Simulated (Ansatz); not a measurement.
Working through a single point in a Gaussian basis of C3H4Se, SMILES C#CC[SeH]

Computed with Ansatz 0.2.0 through its Python package.

At the Python prompt:
```pycon
>>> import ansatz as az
>>> from ase import Atoms
>>> params = {
...     'basis_set': 'cc-pVDZ',
...     'functional': 'r2scan',
... }
>>> atoms = Atoms(['C', 'C', 'C', 'Se', 'H', 'H', 'H', 'H'], positions=[
...     [-0.6568, 1.6479, -1.0897],
...     [-0.2357, 0.8292, -0.4033],
...     [0.3105, -0.21, 0.433],
...     [-0.2699, -1.9354, -0.103],
...     [-1.1187, 2.4411, -1.7328],
...     [0.0674, -0.0047, 1.5032],
...     [1.4749, -0.2004, 0.3497],
...     [0.5204, -2.6247, 0.9871],
... ])
>>> mol = az.Crystal.molecule_from_ase(atoms)
>>> job = mol.calculation().basis(gaussian=params['basis_set']).functional(params['functional'])
>>> done = job.run(threads=1)

>>> data = done.report
>>> data['free_energy_ev']
-68520.13702140763
>>> type(done).__name__, type(data).__name__
('RunOutcome', 'dict')
>>> for key in ('converged', 'free_energy_ev', 'reference_energy_ev', 'n_frozen', 'n_occupied', 'n_virtual'):
...     print(f'{key:22s} {data[key]}')
...
converged              True
free_energy_ev         -68520.13702140763
reference_energy_ev    -68520.13702140763
n_frozen               0
n_occupied             [28, 28]
n_virtual              [61, 61]
>>> field = data['mean_field']
>>> print('<S^2> =', round(abs(field['state']['spin_squared']), 4), ' relativity:', field['relativity'])
<S^2> = 0.0  relativity: none
>>> print('passes:', field['passes'])
passes: {'evaluations': 14, 'products': 12}
>>> if 'symmetry' in field:
...     print('occupied orbitals by irrep:', field['symmetry']['occupied'])
...
occupied orbitals by irrep: [{'A': 28}, {'A': 28}]
```

What to keep in mind:
- The settings weren't tested for convergence.
- The geometry is a force-field or estimated start, not a minimum of this method, and the basis set is short of its limit.
- Run time: 4 s on 1 thread of AMD EPYC 7R43 64-Core Processor (Zen 3) (shared host), peak memory 0.22 GiB.

(Lines on the test bed's own set-up are left out of the output.)
